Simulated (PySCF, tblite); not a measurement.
# C7H5F2 radical: geometry, infrared bands and EPR parameters

Aim: predict the infrared bands and EPR parameters of C7H5F2 radical (`C#C[C@]1(F)C[C]=C1CF`).

The runs use tblite 0.8.0 and PySCF 2.14.0, with density-fitted response routines of our own; the level of theory stands in each step. All values are computed, except where a source is named. Atoms are numbered from 0 throughout.

### 1 The molecule as given

14 atoms, charge 0, multiplicity 2; geometry from: force field or distance geometry start.

Bonds of the start (Å): C0–C1 1.22, C1–C2 1.47, C2–F3 1.40, C2–C4 1.48, C4–C5 1.47, C5–C6 1.30, C6–C7 1.49, C7–F8 1.40, C6–C2 1.45, C0–H9 1.05, C4–H10 1.11, C4–H11 1.12, C7–H12 1.14, C7–H13 1.10.

### 2 Relaxing the molecule with GFN2-xTB

The job: settings as JSON, then the geometry in Å.

```
{"job": {"kind": "relax", "xc": "GFN2-xTB", "basis": "xTB"}, "charge": 0, "multiplicity": 2}
C      2.411400    -1.030500     0.484300
C      1.509600    -0.305000     0.084300
C      0.438800     0.589400    -0.377700
F      0.648300     1.057400    -1.677900
C      0.158200     1.647200     0.614100
C     -1.133700     0.977800     0.789600
C     -0.874500     0.056500    -0.085900
C     -1.655800    -1.120600    -0.574300
F     -0.936500    -2.285700    -0.307100
H      3.181000    -1.651600     0.842400
H      0.730100     1.590600     1.567400
H      0.084600     2.688900     0.212700
H     -2.616100    -1.164600     0.036100
H     -1.946100    -1.050500    -1.630300
```

Launch:

```sh
OMP_NUM_THREADS=1 python probes_run.py task.json out
```

One launch serves the whole session: the jobs run in the order shown.

The log of the run:

```text
step      E/eV     max force
  0    -727.99948    4.642
  1    -728.17045    7.286
  2    -728.25246    4.962
  3    -728.40988    2.257
  4    -728.45043    0.626
  5    -728.46936    0.439
  6    -728.50237    0.329
  7    -728.51351    0.281
  8    -728.51833    0.177
  9    -728.52192    0.166
 10    -728.52551    0.158
 11    -728.52789    0.126
 12    -728.52946    0.118
 13    -728.53075    0.111
 14    -728.53209    0.113
 15    -728.53348    0.134
 16    -728.53501    0.125
 17    -728.53693    0.179
 18    -728.53914    0.175
 19    -728.54093    0.093
 20    -728.54193    0.083
 21    -728.54247    0.076
 22    -728.54300    0.094
 23    -728.54364    0.082
 24    -728.54422    0.062
 25    -728.54463    0.046
 26    -728.54490    0.046
 27    -728.54512    0.045
 28    -728.54534    0.041
 29    -728.54561    0.044
 30    -728.54593    0.058
 31    -728.54632    0.071
 32    -728.54673    0.058
 33    -728.54710    0.039
 34    -728.54741    0.046
 35    -728.54771    0.048
 36    -728.54800    0.043
 37    -728.54826    0.045
 38    -728.54852    0.048
 39    -728.54881    0.048
 40    -728.54916    0.051
 41    -728.54951    0.045
 42    -728.54977    0.037
 43    -728.54996    0.038
 44    -728.55015    0.043
 45    -728.55041    0.064
 46    -728.55079    0.074
 47    -728.55123    0.074
 48    -728.55162    0.052
 49    -728.55193    0.054
 50    -728.55225    0.066
 51    -728.55265    0.069
 52    -728.55315    0.069
 53    -728.55363    0.061
 54    -728.55399    0.068
 55    -728.55409    0.103
 56    -728.55464    0.091
 57    -728.55504    0.073
 58    -728.55563    0.037
 59    -728.55580    0.032
 60    -728.55591    0.036
 61    -728.55611    0.044
 62    -728.55636    0.048
 63    -728.55659    0.047
 64    -728.55670    0.028
 65    -728.55675    0.020
 66    -728.55679    0.015
 67    -728.55683    0.016
 68    -728.55686    0.011
 69    -728.55688    0.016
 70    -728.55691    0.017
 71    -728.55694    0.016
 72    -728.55697    0.016
 73    -728.55701    0.018
 74    -728.55706    0.030
 75    -728.55715    0.040
 76    -728.55729    0.042
 77    -728.55746    0.036
 78    -728.55763    0.036
 79    -728.55778    0.033
 80    -728.55789    0.028
 81    -728.55795    0.020
 82    -728.55798    0.010
```

Run time: 1.4 s. Hardware: 1 thread of Intel Xeon at 2.50GHz, shared host.

Step by step: (not every step is listed)

```
step  energy from step 0 (eV)  largest force (eV/Å)
   0                   0.0000                4.6419
   1                  -0.1710                7.2856
   2                  -0.2530                4.9616
   3                  -0.4104                2.2568
   4                  -0.4510                0.6260
   5                  -0.4699                0.4388
   6                  -0.5029                0.3293
   7                  -0.5140                0.2805
   8                  -0.5189                0.1767
  14                  -0.5326                0.1128
  20                  -0.5425                0.0825
  26                  -0.5454                0.0457
  32                  -0.5473                0.0579
  38                  -0.5490                0.0478
  44                  -0.5507                0.0431
  50                  -0.5528                0.0656
  56                  -0.5552                0.0913
  62                  -0.5569                0.0484
  68                  -0.5574                0.0114
  74                  -0.5576                0.0301
  77                  -0.5580                0.0357
  78                  -0.5582                0.0358
  79                  -0.5583                0.0335
  80                  -0.5584                0.0277
  81                  -0.5585                0.0205
  82                  -0.5585                0.0100
```

Distances of close pairs at the start and the end, largest changes first:

```
  bond  before (Å)  after (Å)  change (Å)
 C2–C6       1.447      1.548      +0.101
 C2–C4       1.477      1.556      +0.079
C7–H12       1.139      1.095      -0.044
 C4–C5       1.466      1.502      +0.036
C4–H11       1.119      1.087      -0.032
 C1–C2       1.470      1.439      -0.030
 C0–C1       1.225      1.198      -0.027
C4–H10       1.113      1.087      -0.026
```

The final coordinates are the input of the step that follows.

### 3 Harmonic vibrations with GFN2-xTB

The job: settings as JSON, then the geometry in Å.

```
{"job": {"kind": "ir", "xc": "GFN2-xTB", "basis": "xTB"}, "charge": 0, "multiplicity": 2}
C      2.387491    -1.071262     0.339197
C      1.528283    -0.291338     0.043161
C      0.454300     0.599889    -0.308402
F      0.576148     1.061161    -1.601100
C      0.144315     1.742898     0.701326
C     -1.167660     1.025804     0.840522
C     -0.955632     0.035011    -0.010493
C     -1.641249    -1.158140    -0.545595
F     -1.152611    -2.312440     0.034543
H      3.151480    -1.740778     0.601083
H      0.767325     1.762781     1.591534
H      0.091399     2.725887     0.240175
H     -2.712969    -1.122348    -0.323663
H     -1.471300    -1.257599    -1.624455
```

The log of the run:

```text
mode    cm-1     km/mol
  1      43.9      5.94
  2      76.4      2.98
  3     130.7      0.62
  4     170.2      4.95
  5     203.0      4.16
  6     223.5      8.04
  7     337.1      0.62
  8     376.8      5.62
  9     451.6      4.85
 10     490.7      2.94
 11     572.2      5.07
 12     620.5     17.24
 13     648.4     34.36
 14     677.4     15.85
 15     733.9      1.03
 16     877.2     20.46
 17     880.7      7.96
 18     940.1      2.00
 19     967.4     26.03
 20     992.9     91.52
 21    1035.7     15.77
 22    1096.7     28.56
 23    1135.0     59.91
 24    1180.0     11.80
 25    1183.4     19.85
 26    1209.3      0.74
 27    1298.9      6.81
 28    1410.4      2.16
 29    1416.0      5.48
 30    1719.8      4.98
 31    2269.1      1.44
 32    2929.9     13.65
 33    2948.8     16.33
 34    3024.3      9.00
 35    3026.2     12.82
 36    3395.6     17.19
```

Wall time 1.2 s (1 thread of Intel Xeon at 2.50GHz, shared host).

Which atoms move in the most intense modes:

```
cm⁻¹  km/mol                                 atoms
 620    17.2    C6 22 %, F3 19 %, C0 16 %, C1 11 %
 648    34.4                      H9 74 %, C0 10 %
 877    20.5  H10 25 %, C4 24 %, H11 20 %, C2 11 %
 967    26.0                    H11 46 %, H10 27 %
 993    91.5                      C7 48 %, F8 33 %
1097    28.6   C6 21 %, C2 20 %, C5 16 %, H11 14 %
1135    59.9    C2 22 %, C4 19 %, C5 16 %, C6 15 %
1183    19.9   C2 51 %, C4 15 %, C5 13 %, H11 11 %
```

### 4 g tensor and hyperfine couplings: B3LYP/pcH-1

Settings changed since step 3:

```diff
@@ -1,2 +1,2 @@
-{"job": {"kind": "ir", "xc": "GFN2-xTB", "basis": "xTB"}, "charge": 0, "multiplicity": 2}
+{"job": {"kind": "epr", "basis": "pcH-1"}, "charge": 0, "multiplicity": 2}
 C      2.387491    -1.071262     0.339197
```

With the program's defaults for keys left out, this is: UKS B3LYP, pcH-1 on C F H, non-relativistic, mean-field spin-orbit, GIAO.

The log of the run:

```text
UKS, coarse grid
  cycle   1  E = -469.12949842  |g| = 5.48e-01
  cycle   2  E = -469.02245613  |g| = 8.26e-01
  cycle   3  E = -469.22898320  |g| = 1.20e-01
  cycle   4  E = -469.23294636  |g| = 8.06e-02
  cycle   5  E = -469.23588062  |g| = 2.42e-02
  cycle   6  E = -469.23615446  |g| = 5.99e-03
  cycle   7  E = -469.23618446  |g| = 2.90e-03
  cycle   8  E = -469.23619434  |g| = 1.78e-03
  cycle   9  E = -469.23619898  |g| = 1.17e-03
  cycle  10  E = -469.23620088  |g| = 4.70e-04
UKS, final grid
  cycle   1  E = -469.23618095  |g| = 5.67e-04
  cycle   2  E = -469.23618077  |g| = 9.83e-04
  cycle   3  E = -469.23618123  |g| = 1.48e-04
  cycle   4  E = -469.23618127  |g| = 1.13e-04
  cycle   5  E = -469.23618130  |g| = 5.16e-05
  cycle   6  E = -469.23618131  |g| = 1.89e-05
E = -469.23618131 Eh   <S^2> = 0.7575 (exact 0.7500)
g shifts (ppm)      1          2          3
  rmc          -177       -177       -177
  gc             18         16        -13
  oz_so        -758        -64        370
  total        -917       -225        180
hyperfine (MHz)  atom isotope    a_iso     a_fc   dipolar eigenvalues
    0   13C       4.09       4.09     -1.36      0.02      1.34
    1   13C      35.90      35.90     -1.93     -1.59      3.53
    2   13C     148.64     148.64     -8.26     -5.65     13.91
    3   19F      51.58      51.58    -38.00    -34.31     72.31
    4   13C      34.56      34.56    -12.31    -10.17     22.48
    5   13C     383.85     383.85    -75.09    -56.85    131.94
    6   13C      13.47      13.47    -24.64     -1.60     26.25
    7   13C       6.33       6.33     -1.48     -1.03      2.51
    8   19F     -18.62     -18.62    -13.50      5.90      7.60
    9    1H       0.49       0.49     -0.80     -0.44      1.24
   10    1H      -0.55      -0.55     -7.87     -4.30     12.17
   11    1H       0.35       0.35     -7.97     -4.55     12.52
   12    1H       4.91       4.91     -2.95     -2.40      5.35
   13    1H      -4.23      -4.23     -2.10     -1.31      3.40
```

It took 2.8 min on 1 thread of Intel Xeon at 2.50GHz, shared host; peak memory 0.97 GiB.

Principal g values 2.00140, 2.00209, 2.00250; g(iso) = 2.00200, against 2.00232 for a free electron.

Hyperfine couplings, nucleus by nucleus at this fixed geometry (no averaging over rotations):

```
nuclei  isotope  a(iso) (MHz)  a(iso) (G, at g = 2.0023)  largest dipolar term (MHz)
    C5      13C         383.8                      137.0                       131.9
    C2      13C         148.6                       53.0                        13.9
    F3      19F          51.6                       18.4                        72.3
    C1      13C          35.9                       12.8                         3.5
    C4      13C          34.6                       12.3                        22.5
    F8      19F         -18.6                       -6.6                       -13.5
    C6      13C          13.5                        4.8                        26.2
    C7      13C           6.3                        2.3                         2.5
   H12       1H           4.9                        1.8                         5.3
   H13       1H          -4.2                       -1.5                         3.4
    C0      13C           4.1                        1.5                        -1.4
   H10       1H          -0.5                       -0.2                        12.2
    H9       1H           0.5                        0.2                         1.2
   H11       1H           0.4                        0.1                        12.5
```

Mulliken spin populations:

C0 0.00; C1 0.02; C2 0.08; F3 0.01; C4 0.04; C5 0.93; C6 -0.08; C7 0.01; F8 0.00; H9 0.00; H10 0.00; H11 0.00; H12 0.01; H13 0.00

In first order the couplings over 0.8 MHz of 19F, 1H give 16 distinct lines over 28.3 G.

The fields below are evaluated on a grid from the run's orbitals.

ELF in a plane through or near 6 of the atoms.

Values, 10 rows by 14 columns:
```
0.00 0.00 0.00 0.00 0.00 0.00 0.00 0.00 0.00 0.00 0.00 0.00 0.00 0.00
0.00 0.00 0.00 0.00 0.00 0.00 0.00 0.00 0.01 0.10 0.06 0.00 0.00 0.00
0.00 0.00 0.00 0.00 0.01 0.00 0.00 0.16 0.43 0.99 0.99 0.12 0.00 0.00
0.00 0.00 0.00 0.25 0.73 0.62 0.01 0.50 0.78 0.53 0.66 0.15 0.00 0.00
0.00 0.00 0.03 0.14 0.51 0.32 0.04 0.26 0.17 0.78 0.62 0.18 0.00 0.00
0.00 0.02 0.84 0.99 0.61 0.91 0.23 0.73 0.57 0.06 0.01 0.00 0.00 0.00
0.00 0.00 0.07 0.22 0.04 0.61 0.81 0.44 0.40 0.55 0.20 0.01 0.00 0.00
0.00 0.00 0.00 0.00 0.03 0.33 0.45 0.13 0.94 0.89 0.10 0.00 0.00 0.00
0.00 0.00 0.00 0.00 0.00 0.00 0.00 0.00 0.08 0.07 0.00 0.00 0.00 0.00
0.00 0.00 0.00 0.00 0.00 0.00 0.00 0.00 0.00 0.00 0.00 0.00 0.00 0.00
```
The map spans 11.0 Å across and 11.1 Å up, centred on the molecule. Atoms in the plane (x, y in Å): C0 (1.7, 2.0), C1 (1.2, 1.0), C4 (1.1, -1.5), C6 (-0.8, -0.5), C7 (-2.1, 0.3), H9 (2.1, 3.0).

On the surface of density 0.002 e/bohr³ the electrostatic potential runs, from the 1st to the 99th percentile, from -1.14 V near F8 to 1.56 V near H9.

The spin density lies nearest to C5 74 %; C4, C6 about 7 % each (both signs).

### 5 Summary of results

```
                                 quantity                 value
strongest single infrared mode (GFN2-xTB)   993 cm⁻¹, 92 km/mol
             zero-point energy (GFN2-xTB)         58.2 kcal/mol
                           g(iso) (B3LYP)               2.00200
                                     ⟨S²⟩    0.757 (exact 0.75)
                           largest a(iso)  13C on C5, 383.8 MHz
    surface potential, 1st and 99th percentile    -1.14 V and 1.56 V
```

In words: Relaxing lowered the energy by 0.559 eV in 82 steps; the close pair that moved most is C2–C6, from 1.447 to 1.548 Å. All 36 modes are real, so the xTB geometry is a minimum. The strongest single mode, at 993 cm⁻¹, moves mainly C7 and F8. Unscaled tight-binding wavenumbers are off by several per cent, some by more. Its intensities can rank the bands wrongly. Most of the unpaired spin sits on C5 (0.93 e). The isotropic g lies 0.3 ppt below the free-electron value.
